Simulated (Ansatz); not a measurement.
# C2H7GaO: basis-set convergence

One table from this session's results is given with a row withheld; the runs are named, their logs left out.

Program: Ansatz 0.2.0, Gaussian basis. Level of theory: one geometry, several basis sets. These are calculated values, not measurements.

Plan: PBE0-D4/def2-SVP; ωB97M-V/def2-SVP; PBE0-D4/def2-QZVPP; ωB97M-V/def2-QZVPP; the functionals' def2-TZVPP values are taken from earlier runs.

## The geometry

The geometry comes from an earlier relaxation with PBE0-D4 in a triple-zeta def2 set; it is a stationary point, not always the lowest conformer.

SMILES `[CH3][GaH][CH2]O`, 11 atoms, charge 0, spin multiplicity 1.

Atoms are counted from 1 here; the program's logs count them from 0.

Bond lengths: C1–Ga2 1.971 Å, C1–H5 1.092 Å, C1–H6 1.095 Å, C1–H7 1.092 Å, Ga2–C3 1.992 Å, Ga2–H8 1.577 Å, C3–O4 1.423 Å, C3–H9 1.102 Å, C3–H10 1.095 Å, O4–H11 0.959 Å. Angles: Ga2–C1–H5 112.0°, Ga2–C1–H6 109.6°, Ga2–C1–H7 111.4°, H5–C1–H6 107.9°, H5–C1–H7 108.7°, H6–C1–H7 107.0°, C1–Ga2–C3 118.8°, C1–Ga2–H8 121.2°, C3–Ga2–H8 120.0°, Ga2–C3–O4 115.4°, Ga2–C3–H9 110.2°, Ga2–C3–H10 108.1°, O4–C3–H9 111.2°, O4–C3–H10 106.3°, H9–C3–H10 105.0°, C3–O4–H11 108.8°.

As a file:

```xyz
11
C2H7GaO
C    -1.1157    1.3878   -0.1051
Ga    0.3843    0.3324   -0.8275
C     0.9484   -1.3174    0.1360
O     0.0748   -1.7479    1.1738
H    -1.7807    0.7828    0.5144
H    -0.7268    2.2028    0.5146
H    -1.7013    1.8455   -0.9047
H     1.1603    0.7957   -2.1193
H     1.9805   -1.2076    0.5049
H     0.9914   -2.1375   -0.5883
H    -0.1498   -0.9938    1.7217
```

The first run:

File in.yaml:

```yaml
crystal:
  periodic: [false, false, false]
  atoms:
    - {symbol: C, position_ang: [-1.115741, 1.387843, -0.105134]}
    - {symbol: Ga, position_ang: [0.384286, 0.332384, -0.827520]}
    - {symbol: C, position_ang: [0.948354, -1.317376, 0.135987]}
    - {symbol: O, position_ang: [0.074836, -1.747937, 1.173796]}
    - {symbol: H, position_ang: [-1.780736, 0.782771, 0.514428]}
    - {symbol: H, position_ang: [-0.726838, 2.202829, 0.514594]}
    - {symbol: H, position_ang: [-1.701253, 1.845547, -0.904740]}
    - {symbol: H, position_ang: [1.160333, 0.795742, -2.119309]}
    - {symbol: H, position_ang: [1.980522, -1.207560, 0.504881]}
    - {symbol: H, position_ang: [0.991360, -2.137487, -0.588294]}
    - {symbol: H, position_ang: [-0.149825, -0.993756, 1.721710]}
basis:
  gaussian: {orbitals: def2-SVP}
hamiltonian: {xc: pbe0, dispersion: d4}
output: {orbitals: {seedname: orbitals}}
```

Started as:

```
$ ansatz run in.yaml --threads 4 --pin off --events-out ev --progress --plain --max-ram 10444MiB
```

Steps of the session up to this table: PBE0-D4 in def2-SVP; ωB97M-V in def2-SVP; PBE0-D4 in def2-QZVPP; ωB97M-V in def2-QZVPP.

One of the session's tables, all rows but one given; the rest of the session is left out.

It belongs to the step «Functionals by basis». 

| functional | basis | HOMO (eV) |
| --- | --- | --- |
| PBE0-D4 | def2-SVP | ? |
| PBE0-D4 | def2-TZVPP | -6.84 |
| PBE0-D4 | def2-QZVPP | -6.88 |
| ωB97M-V | def2-SVP | -8.93 |
| ωB97M-V | def2-TZVPP | -9.11 |
| ωB97M-V | def2-QZVPP | -9.15 |

Q: Estimate the row for PBE0-D4, def2-SVP from the others.

As computed: HOMO (eV): -6.67. In the column «HOMO (eV)» it is the highest.
